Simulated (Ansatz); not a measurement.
# CH₄AlGaO: small, medium and large basis sets

An exercise on one series of results from a longer session: the logs are not shown, and one member is left open.

The runs use Ansatz 0.2.0, Gaussian basis; one geometry, several basis sets.

Plan: PBE0-D4/def2-SVP; ωB97M-V/def2-SVP; PBE0-D4/def2-QZVPP; ωB97M-V/def2-QZVPP; the functionals' def2-TZVPP values are taken from earlier runs.

### Structure used throughout

The geometry comes from an earlier relaxation with PBE0-D4 in a triple-zeta def2 set; it is a stationary point, not always the lowest conformer.

SMILES `[OH][Al]1[CH2][GaH]1`, 8 atoms, charge 0, spin multiplicity 1.

Atoms are counted from 1 here; the program's logs count them from 0.

Bond lengths: O1–Al2 1.693 Å, O1–H5 0.956 Å, Al2–C3 1.924 Å, Al2–Ga4 2.411 Å, C3–Ga4 2.039 Å, C3–H6 1.090 Å, C3–H7 1.118 Å, Ga4–H8 1.573 Å. Angles: Al2–O1–H5 124.1°, O1–Al2–C3 138.8°, O1–Al2–Ga4 163.2°, C3–Al2–Ga4 54.7°, Al2–C3–Ga4 74.9°, Al2–C3–H6 140.9°, Al2–C3–H7 94.3°, Ga4–C3–H6 131.2°, Ga4–C3–H7 95.6°, H6–C3–H7 108.5°, Al2–Ga4–C3 50.4°, Al2–Ga4–H8 167.4°, C3–Ga4–H8 132.2°.

Set-up of the first run:

File in.yaml:

```yaml
crystal:
  periodic: [false, false, false]
  atoms:
    - {symbol: O, position_ang: [-1.090515, 1.761911, -1.519894]}
    - {symbol: Al, position_ang: [-0.572653, 0.559353, -0.447141]}
    - {symbol: C, position_ang: [1.059018, -0.044218, 0.373668]}
    - {symbol: Ga, position_ang: [-0.287639, -1.538910, 0.705456]}
    - {symbol: H, position_ang: [-2.000092, 1.886947, -1.786753]}
    - {symbol: H, position_ang: [2.134360, -0.072681, 0.197348]}
    - {symbol: H, position_ang: [0.870865, 0.488834, 1.338133]}
    - {symbol: H, position_ang: [-0.113355, -3.041245, 1.139183]}
basis:
  gaussian: {orbitals: def2-SVP}
hamiltonian: {xc: pbe0, dispersion: d4}
output: {orbitals: {seedname: orbitals}}
```

The run is started by

```sh
ansatz run in.yaml --threads 2 --pin off --events-out ev --progress --plain --max-ram 4352MiB
```

Steps of the session up to this table: PBE0-D4 in def2-SVP; ωB97M-V in def2-SVP; PBE0-D4 in def2-QZVPP; ωB97M-V in def2-QZVPP.

One table of the session follows, with a row left open; its other results are not shown here.

It belongs to the step «Density functionals: the series». 

| functional | basis | HOMO (eV) | LUMO (eV) |
| --- | --- | --- | --- |
| PBE0-D4 | def2-SVP | -5.69 | -1.90 |
| PBE0-D4 | def2-TZVPP | -5.73 | -1.96 |
| PBE0-D4 | def2-QZVPP | -5.75 | -1.99 |
| ωB97M-V | def2-SVP | -7.56 | -0.11 |
| ωB97M-V | def2-TZVPP | -7.63 | -0.20 |
| ωB97M-V | def2-QZVPP | ? | ? |

**Question.** Estimate the row for ωB97M-V, def2-QZVPP.

**Answer.** HOMO (eV): -7.66; LUMO (eV): -0.33. In the column «HOMO (eV)» it is the lowest.
